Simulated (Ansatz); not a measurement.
**TiH (doublet): the correlation ladder, def2-TZVPP**

One table from this session's results is given with a row withheld; the runs are named, their logs left out.

The runs use Ansatz 0.2.0, Gaussian basis; def2-TZVPP, core rule «outside noble gas», up to 9 orbitals frozen.

The runs, in order: UHF; CCSD(T) on ROHF; CCSD(T) on UHF; CCSDT(Q) on ROHF; CCSDT(Q) on UHF.

32 further runs of the same task are left out: 12 for a known fault of the program, 12 that didn't finish, 8 set aside as unsound or not needed.

## The geometry

The geometry is a PBE0/def2-TZVP stationary point (not a proven minimum) of the parent state, kept for this charge and spin.

2 atoms, charge 0, spin multiplicity 2.

Atoms are counted from 1 here; the program's logs count them from 0.

Bond lengths: Ti1–H2 1.754 Å.

Geometry (Å):

```xyz
2
charge 0, multiplicity 2
Ti    0.00000    0.00000    0.00000
H     0.00000    0.00000    1.75397
```

The first run:

in.yaml

```yaml
crystal:
  periodic: [false, false, false]
  atoms:
    - {symbol: Ti, position_ang: [0.000000, 0.000000, 0.000000]}
    - {symbol: H, position_ang: [0.000000, 0.000000, 1.753968]}
basis:
  gaussian: {orbitals: def2-TZVPP}
magnetization: {spin_polarized: true, initial_magnetization: 1}
hamiltonian: {xc: hf}
output: {orbitals: {seedname: orbitals}}
```

Command:

```bash
$ ansatz run in.yaml --threads 1 --pin off --events-out ev --progress --plain --max-ram 2393MiB
```

Among the steps run: UHF; CCSD(T) on ROHF; CCSD(T) on UHF; CCSDT(Q) on ROHF; CCSDT(Q) on UHF.

One table of the session follows, with a row left open; its other results are not shown here.

```
   method  from RCCSDT(Q) (kJ/mol)
     ROHF                   +313.5
      UHF                   +178.5
     RMP2                    +94.3
     UMP2                    +47.6
    RCCSD                    +18.2
    UCCSD                     -3.2
 RCCSD(T)                     +5.1
 UCCSD(T)                    -11.3
   RCCSDT                        ?
   UCCSDT                    -22.4
RCCSDT(Q)                        0
UCCSDT(Q)                    -24.0
```

**Question.** Estimate the row for RCCSDT.

The run gave: from RCCSDT(Q) (kJ/mol): +0.8. In the column «from RCCSDT(Q) (kJ/mol)» it lies between RCCSDT(Q) (0) and RCCSD(T) (+5.1).

The program flags UCCSD(T), UCCSDT(Q) as in doubt (see the logs), so those rows may rest on another solution; read them beside their warnings.

Caveats from the session: The determinant is far from a pure spin state, so its energy mixes those of several spin states (harmless only where they are near-degenerate, as at dissociation). The program flags UCCSD(T), UCCSDT(Q) as in doubt, so those rows may rest on another solution; read them beside their warnings. Warnings: spin contamination; large T1 diagnostic. Restricted and unrestricted rows rest on different reference determinants; where their highest levels disagree by more than a few hundredths of an eV, they describe different states and don't form one ladder.
